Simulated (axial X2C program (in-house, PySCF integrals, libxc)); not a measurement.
# A two-component session on SnCo: properties at the nuclei

Aim: properties at the nuclei of SnCo, with spin–orbit coupling in the Hamiltonian from the start.

Program: an in-house X2C program for linear molecules on PySCF integrals. Level of theory: two-component X2C with atomic mean-field terms, Sn dyall-cv3z, Co dyall-cv3z. These are calculated values, not measurements.

## 1. Set-up

Input file task.json:

```json
{
 "zs": [
  50,
  27
 ],
 "q": 0,
 "bas": [
  "dyall-cv3z",
  "dyall-cv3z"
 ],
 "r0": 2.51,
 "levels": [
  "PBE0",
  "HF",
  "PBE",
  "r2SCAN",
  "LDA"
 ],
 "nst": 3
}
```

Keys: zs atomic numbers; q charge; bas basis sets; r0 starting distance in Å; levels methods (HF also brings MP2); nst determinants followed.

Run with:

```console
python soeom.py task.json out
```

Further steps of the session: Expectation values, lowest determinant; Expectation values, a higher determinant; Expectation values, a higher determinant.

Before running it: what results should come out? Wanted: lowest determinant; Eeff magnitude; Ws magnitude Sn; A∥/gI Sn; qzz Sn; higher determinant (for each run or level that gives them).

The runs gave:

```
                                        quantity                                                 value
                              lowest determinant               Ω = 5/2 (excess of +ω over −ω: ω = 5/2)
                    Eeff magnitude (GV/cm), PBE0                                                  1.55
                     Ws magnitude Sn (kHz), PBE0                                                 0.383
                            A∥/gI Sn (MHz), PBE0                                                   249
                             qzz Sn (a.u.), PBE0                                                 -2.43
                              higher determinant               Ω = 3/2 (excess of +ω over −ω: ω = 3/2)
Eeff magnitude (GV/cm), PBE0, higher determinant                                                   1.6
 Ws magnitude Sn (kHz), PBE0, higher determinant                                                 0.669
        A∥/gI Sn (MHz), PBE0, higher determinant                                                  -574
         qzz Sn (a.u.), PBE0, higher determinant                                                 -2.86
                              higher determinant  Ω = 7/2 (excess of +ω over −ω: 2 × ω = 1/2, ω = 5/2)
Eeff magnitude (GV/cm), PBE0, higher determinant                                                  1.28
 Ws magnitude Sn (kHz), PBE0, higher determinant                                                 0.215
        A∥/gI Sn (MHz), PBE0, higher determinant                                                   313
         qzz Sn (a.u.), PBE0, higher determinant                                                 -3.85
```

**Reading.** In the first state, the effective field runs from 0.0109 to 9.29 GV/cm over the mean-field levels, so the levels don't agree on it. The expectation values come from single determinants, which for open shells can mix terms of unlike spin or miss the lowest Ω, so a determinant need not be a state. Eeff is the effective electric field on the electron dipole moment in this Ω state and Ws the scalar–pseudoscalar constant (defined with the proton number Z and per Ω); A∥ is the parallel hyperfine constant, which follows by multiplying with the nuclear g factor gI = μI/(I μN); qzz is the electric field gradient, eQq0 = 234.96 MHz × Q/barn × qzz; μ is positive if Co is the positive end. The operators were transformed with the bare-nucleus X2C matrices. A second determinant lies within 0.1 eV of the first, so their order is not settled at this level.
